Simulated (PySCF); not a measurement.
# BiH5: other functionals and bases at one geometry

The task here is to estimate one member of a computed series from the others.

Method: several levels, as the steps say, no spin–orbit coupling; program: PySCF 2.14.0.

2 further runs of the same task are left out: 1 for a known fault of the program, 1 that didn't finish.

**Starting geometry**

6 atoms, charge 0, spin multiplicity 1.

Bond lengths: Bi1–H2 1.887 Å, Bi1–H3 1.887 Å, Bi1–H4 1.826 Å, Bi1–H5 1.826 Å, Bi1–H6 1.826 Å. Angles: H2–Bi1–H3 180.0°, H2–Bi1–H4 90.0°, H2–Bi1–H5 90.0°, H2–Bi1–H6 90.0°, H3–Bi1–H4 90.0°, H3–Bi1–H5 90.0°, H3–Bi1–H6 90.0°, H4–Bi1–H5 120.0°, H4–Bi1–H6 120.0°, H5–Bi1–H6 120.0°.

Coordinates:

```xyz
6

Bi    0.00000    0.00000    0.00000
H     0.00000    0.00000    1.88749
H     0.00000    0.00000   -1.88749
H     1.82588    0.00000    0.00000
H    -0.91294    1.58126    0.00000
H    -0.91294   -1.58126    0.00000
```

Formal oxidation states: Bi +5. An earlier session relaxed this geometry at PBE, Bi def2-SVP with ECP60, H def2-SVP (singlet, point group D3h).

At PBE on the finer grid: E = -217.457745 Eh, HOMO -5.15 eV, LUMO -2.68 eV, Mulliken charge on Bi1 +0.36 e, largest force component 0.003 eV/Å. 

Levels to run: TPSS; M06-L; HF; BP86; PBE, TZVP; PBE, x2c-SVP. Hardware: 2 threads of Intel Xeon at 2.60GHz (Ice Lake), shared host.

The first run:

run.py (the lines that set the calculation)

```python
mol = gto.M(atom='''
Bi     0.00000     0.00000     0.00000
H      0.00000     0.00000     1.88749
H      0.00000     0.00000    -1.88749
H      1.82588     0.00000     0.00000
H     -0.91294     1.58126     0.00000
H     -0.91294    -1.58126     0.00000''',
    basis={'Bi': 'def2-SVP', 'H': 'def2-SVP'},
    ecp={'Bi': 'def2-SVP'},
    charge=0, spin=0)
mf = dft.RKS(mol, xc='TPSS')
mf.grids.atom_grid = (75, 302)
mf = mf.density_fit()  # fitting sets: Bi def2-universal-JKFIT, H def2-universal-JKFIT
mf.conv_tol = 1e-08; mf.max_cycle = 55
mf.kernel(dm0)  # dm0: the density of the relaxed state
```

Launch:

```sh
OMP_NUM_THREADS=2 python run.py
```

Among the steps run: TPSS; M06-L; HF; BP86; PBE, TZVP; PBE, x2c-SVP.

One of the session's tables, all rows but one given; the rest of the session is left out.

| level | HOMO (eV) | gap (eV) | charge on Bi1 (e) | largest force component (eV/Å) |
| --- | --- | --- | --- | --- |
| PBE (relaxed here) | -5.15 | 2.46 | 0.36 | 0.00 |
| TPSS | -5.39 | 2.73 | 0.46 | 0.14 |
| M06-L | ? | ? | ? | ? |
| HF | -8.42 | 9.70 | 0.69 | 0.74 |
| BP86 | -5.28 | 2.45 | 0.38 | 0.02 |
| PBE, TZVP | -5.26 | 2.38 | 0.31 | 0.12 |
| PBE, x2c-SVP | -5.16 | 2.46 | 0.38 | 0.10 |

Estimate the missing values for M06-L.

**Answer.** HOMO (eV): -5.43; gap (eV): 3.03; charge on Bi1 (e): 0.67; largest force component (eV/Å): 0.13. In the column «HOMO (eV)» it lies between HF (-8.42) and TPSS (-5.39).

In one basis the HOMO–LUMO gap runs from 2.45 eV (BP86) to 9.70 eV (HF). The largest leftover force, 0.74 eV/Å with HF, stands at a geometry relaxed at another level. Total energies of different levels can't be compared.
